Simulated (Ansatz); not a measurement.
## Bi12CO in Ansatz: the effect of functional

The system is Bi12CO, a slab with vacuum.

```
Bi C O
1.0
     9.49164    0.00000    0.00000
     0.39123    6.56017    0.00000
     0.00000    0.00000   23.69600
Bi C O
12 1 1
Direct
  0.01611 0.26611 0.33761
  0.51611 0.26611 0.33761
  0.98389 0.73389 0.33761
  0.48389 0.73389 0.33761
  0.76611 0.76611 0.43353
  0.26611 0.76611 0.43353
  0.73389 0.23389 0.43353
  0.23389 0.23389 0.43353
  0.51611 0.26611 0.52946
  0.01611 0.26611 0.52946
  0.48389 0.73389 0.52946
  0.98389 0.73389 0.52946
  0.48389 0.73389 0.66197
  0.48389 0.73389 0.71050
```

The cell isn't the ideal one: CO (upright) over a top site of the (1 1 0) slab of Bi, cut from the database cell, not relaxed.

Alike in all runs:

| Quantity | Value |
| --- | --- |
| Program | Ansatz 0.2.0 |
| Task | projected density of states |
| Potentials or basis | Ansatz PAW |
| k mesh | 3 × 4 × 1 |
| Occupations | fermi-dirac, width 0.05 eV |
| Spin | no spin polarisation |

**Question.** One run gave: largest force 1.94 eV/Å; work function 4.14 eV. Which functional did it use?
A. PBEsol
B. revPBE
C. BLYP
D. RPBE
E. LDA

**Answer.** A.

| functional | cutoff | largest force (eV/Å) | work function (eV) |
| --- | --- | --- | --- |
| LDA | 420 eV (not typed: the program's choice for these potentials) | 2.65 | 4.37 |
| PBEsol | 420 eV (not typed: the program's choice for these potentials) | 1.94 | 4.14 |
| RPBE | 420 eV (not typed: the program's choice for these potentials) | 1.35 | 3.96 |
| revPBE | 420 eV (not typed: the program's choice for these potentials) | 1.46 | 3.96 |
| BLYP | 420 eV (not typed: the program's choice for these potentials) | 1.91 | 3.92 |
| r2SCAN | 500 eV (not typed: the program's choice for these potentials) | 2.90 | 4.21 |

Caveats: spin-orbit coupling is left out, which moves the levels of the heavy elements; the PAW data sets come from PBE, with cores solved anew for the run's functional, which leaves a small shift of forces and pressure; the density of states is complete only up to the lowest level of the last band computed.

Runs at the PBE level aren't shown here.
